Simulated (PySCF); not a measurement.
**TlF: bond curves at several levels of theory**

An exercise on one series of results from a longer session: the logs are not shown, and one member is left open.

Program: PySCF 2.14.0. Level of theory: Tl cc-pVDZ-PP with ECP60, F cc-pVDZ, scalar-relativistic core potentials. These are calculated values, not measurements.

Set-up of the first run:

Settings of the job:

```
atoms                         : Tl, F
charge                        : 0
basis                         : Tl cc-pVDZ-PP with ECP60, F cc-pVDZ
Hamiltonian                   : scalar-relativistic core potentials
basis functions               : 37
electrons treated             : 30
masses in u                   : 204.9744, 18.9984
levels                        : PBE0, PBE, r²SCAN, TPSSh, M06, M06-2X, ωB97X, HF, MP2, SCS-MP2, CCSD, CCSD(T)
grid                          : 80 radial by 434 angular points
occupations                   : held fixed by the projection of orbital angular momentum
dissociation limit            : Tl + F, each in its ground configuration
starting distance in angstrom : 2.045
values of 2S to try           : 0, 2
```

Started as:

```sh
$ OMP_NUM_THREADS=1 python dia.py task.json out
```

Steps of the session up to this table: Input; The PBE0 curve of the state that the search chose; Other states along the same grid; PBE (GGA); r²SCAN (meta-GGA); TPSSh (hybrid meta-GGA); M06 (hybrid meta-GGA); M06-2X; ωB97X; RHF; MP2 and coupled cluster.

One of the session's tables, all rows but one given; the rest of the session is left out.

Energy (eV) from each level's lowest point:

| R (Å) | RHF | RHF-MP2 | RHF-SCS-MP2 | RHF-CCSD | RHF-CCSD(T) |
| --- | --- | --- | --- | --- | --- |
| 1.807 | 1.125 | 1.148 | 1.168 | n/a | n/a |
| 1.891 | 0.479 | 0.490 | 0.504 | 0.505 | 0.514 |
| 1.975 | 0.139 | 0.142 | 0.150 | 0.152 | 0.157 |
| 2.038 | 0.025 | 0.026 | 0.030 | 0.031 | 0.033 |
| 2.101 | 0.000 | 0.000 | 0.000 | 0.000 | 0.000 |
| 2.164 | 0.040 | 0.042 | 0.037 | 0.036 | 0.034 |
| 2.248 | 0.164 | 0.172 | 0.162 | 0.158 | 0.153 |
| 2.353 | ? | ? | ? | ? | ? |
| 2.479 | 0.724 | 0.762 | 0.738 | 0.724 | 0.712 |
| 2.647 | 1.197 | 1.264 | 1.231 | n/a | n/a |

**Question.** Estimate the row for R (Å) = 2.353.

Worked estimate for «RHF». A straight line through the neighbours (2.248, 0.164) and (2.479, 0.724) gives 0.164 + (0.724 − 0.164) × (2.353 − 2.248) / (2.479 − 2.248) = 0.419; a parabola fitted to 4 rows on both sides gives 0.403.

The run gave: RHF: 0.393; RHF-MP2: 0.412; RHF-SCS-MP2: 0.396; RHF-CCSD: 0.388; RHF-CCSD(T): 0.379. In «RHF» the line misses by +0.026 and the parabola by +0.010.
